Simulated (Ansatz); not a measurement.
# MgZn2S3: the cost of one run

Method: DFT PBE, scalar-relativistic, plane waves, PAW, in Ansatz 0.2.0.

## 1. The starting structure

It takes space group P3m1 (No. 156, trigonal). Conventional cell: a = 3.906 Å, b = 3.906 Å, c = 9.590 Å, α = 90.00°, β = 90.00°, γ = 120.00°. Mg (site symmetry 3m) is surrounded by 4 S at 2.42 to 2.47 Å. Zn (site symmetry 3m) has 4 S at 2.36 to 2.38 Å in its first shell of neighbours. S (site symmetry 3m) has 1 Zn at 2.36 Å and 3 Mg at 2.42 Å in its first shell of neighbours. S (site symmetry 3m) is surrounded by 4 Zn at 2.36 to 2.38 Å. Around S (site symmetry 3m) lie 3 Zn at 2.38 Å and 1 Mg at 2.47 Å.

As a file:

```
CELL_PARAMETERS angstrom
3.90608 0.00000 0.00000
-1.95304 3.38276 0.00000
0.00000 0.00000 9.59007
ATOMIC_POSITIONS crystal
Mg 0.00000 0.00000 0.99998
Zn 0.66667 0.33333 0.33743
Zn 0.33333 0.66667 0.66207
S 0.66667 0.33333 0.09165
S 0.33333 0.66667 0.41644
S 0.00000 0.00000 0.74243
```

It is the end of an earlier relaxation with the same method, from a generated guess; it needn't be the stable form of this composition. At a tolerance of 0.02 Å it has space group P3m1 (No. 156); it has 21.12 Å³/atom, an uncorrected energy of -1.01 eV/atom over the elements.

## 2. Static run: bands, density of states and charges

Contents of input.yaml:

```yaml
crystal:
  lattice:
    - [3.9060775322, 2.89e-08, 0.0]
    - [-1.9530387911, 3.3827623576, 0.0]
    - [0.0, 0.0, 9.5900727]
  atoms:
    - { symbol: Mg, position: [0.0, 0.0, 0.999979] }
    - { symbol: Zn, position: [0.6666666667, 0.3333333333, 0.337433] }
    - { symbol: Zn, position: [0.3333333333, 0.6666666667, 0.662069] }
    - { symbol: S, position: [0.6666666667, 0.3333333333, 0.091645] }
    - { symbol: S, position: [0.3333333333, 0.6666666667, 0.416442] }
    - { symbol: S, position: [0.0, 0.0, 0.742433] }
basis:
  ecutwfc: 420
kpoints:
  mp_grid: { grid: [12, 12, 4] }
  band_path:
    path:
      - [[0.0, 0.0, 0.0], [0.5, 0.0, 0.0], [0.33333333, 0.33333333, 0.0], [0.0, 0.0, 0.0], [0.0, 0.0, 0.5], [0.5, 0.0, 0.5], [0.33333333, 0.33333333, 0.5], [0.0, 0.0, 0.5]]
      - [[0.5, 0.0, 0.5], [0.5, 0.0, 0.0]]
      - [[0.33333333, 0.33333333, 0.5], [0.33333333, 0.33333333, 0.0]]
    npoints: 14
hamiltonian:
  xc: pbe
scf:
  occupations: { method: gaussian, width: 0.02 }
  n_extra_bands: 15
output:
  forces: true
  stress: true
  eigenvalues: true
  populations: true
  dos: { projected: true, de: 0.02, nscf_kmesh: { grid: [18, 18, 6] } }
  bader: true
```

Command:

```sh
$ ansatz run input.yaml --threads 4 --pin off --max-ram 8192MiB --backend cpu --events-out ev --progress --plain --runs-dir out
```

**Question.** How long does this run take on 4 threads of Intel Xeon Platinum 8488C (Sapphire Rapids), shared host, and how much memory does it need?

About 45 s, with a peak of 0.97 GiB.
